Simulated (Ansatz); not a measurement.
# AgHgF3: the cost of one run

Program: Ansatz 0.2.0. Level of theory: DFT PBE, scalar-relativistic, plane waves, PAW. These are calculated values, not measurements.

## (1) The starting structure

It takes space group Pm-3m (No. 221, cubic). Conventional cell: a = 3.961 Å, b = 3.961 Å, c = 3.961 Å, α = 90.00°, β = 90.00°, γ = 90.00°. Around Ag (site symmetry m-3m) lie 12 F at 2.80 Å. Around Hg (site symmetry m-3m) lie 6 F at 1.98 Å. F (site symmetry 4/mmm) is surrounded by 2 Hg at 1.98 Å and 4 Ag at 2.80 Å.

Structure file:

```
Ag Hg F
1.0
     3.96105    0.00000    0.00000
     0.00000    3.96105    0.00000
     0.00000    0.00000    3.96105
Ag Hg F
1 1 3
Direct
  0.00000 0.00000 0.00000
  0.50000 0.50000 0.50000
  0.50000 0.50000 0.00000
  0.00000 0.50000 0.50000
  0.50000 0.00000 0.50000
```

The cell was made up by rule, so the compound may not exist in this form.

(A quick probe on a coarse mesh, which set the mesh and smearing, is not shown.)

## (3) A loose first relaxation

Contents of input.yaml:

```yaml
crystal:
  lattice:
    - [3.9610502283, 0.0, 0.0]
    - [0.0, 3.9610502283, 0.0]
    - [0.0, 0.0, 3.9610502283]
  atoms:
    - { symbol: Ag, position: [0.0, 0.0, 0.0] }
    - { symbol: Hg, position: [0.5, 0.5, 0.5] }
    - { symbol: F, position: [0.5, 0.5, 0.0] }
    - { symbol: F, position: [0.0, 0.5, 0.5] }
    - { symbol: F, position: [0.5, 0.0, 0.5] }
basis:
  ecutwfc: 420
kpoints:
  mp_grid: { grid: [6, 6, 6] }
hamiltonian:
  xc: pbe
scf:
  occupations: { method: gaussian, width: 0.1 }
output:
  forces: true
  stress: true
  eigenvalues: true
relax:
  adjacent_minimum: "off"
  f_tol: 0.05
  max_steps: 80
  cell: { stress_tol: 0.5 }
```

**Question.** How long does this run take on 1 thread of an Arm CPU, shared host, and how much memory does it need?

About 36 s, with a peak of 0.39 GiB.
